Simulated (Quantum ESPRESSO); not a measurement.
**MoPt in Quantum ESPRESSO: the effect of functional**

The system is MoPt, a sheet with vacuum.

```xyz
2
Lattice="3.5513 0.0000 0.0000 0.0000 3.5513 0.0000 0.0000 0.0000 23.8000" Properties=species:S:1:pos:R:3 pbc="T T T"
Mo    1.7756    1.7756    7.0001
Pt    0.0000    0.0000    7.0001
```

The cell was built by a generator and needn't be a form met in nature.

Alike in all runs:

| Quantity | Value |
| --- | --- |
| Program | Quantum ESPRESSO 7.5 |
| Task | work function |
| Potentials or basis | SG15 PBE 1.2 |
| Cutoff | 952 eV |
| Density cutoff | 3810 eV |
| k mesh | 8 × 8 × 1 |
| Occupations | fermi-dirac, width 0.05 eV |
| Spin | no spin polarisation |

**Question.** One run gave: work function 5.38 eV. Which functional did it use?
A. RPBE
B. WC
C. PBEsol
D. revPBE
E. LDA

**Answer.** E.

```csv
functional,work function (eV)
LDA,5.38
PBEsol,5.14
RPBE,4.84
revPBE,4.87
AM05,5.01
WC,5.13
```

Runs at the PBE level aren't shown here.
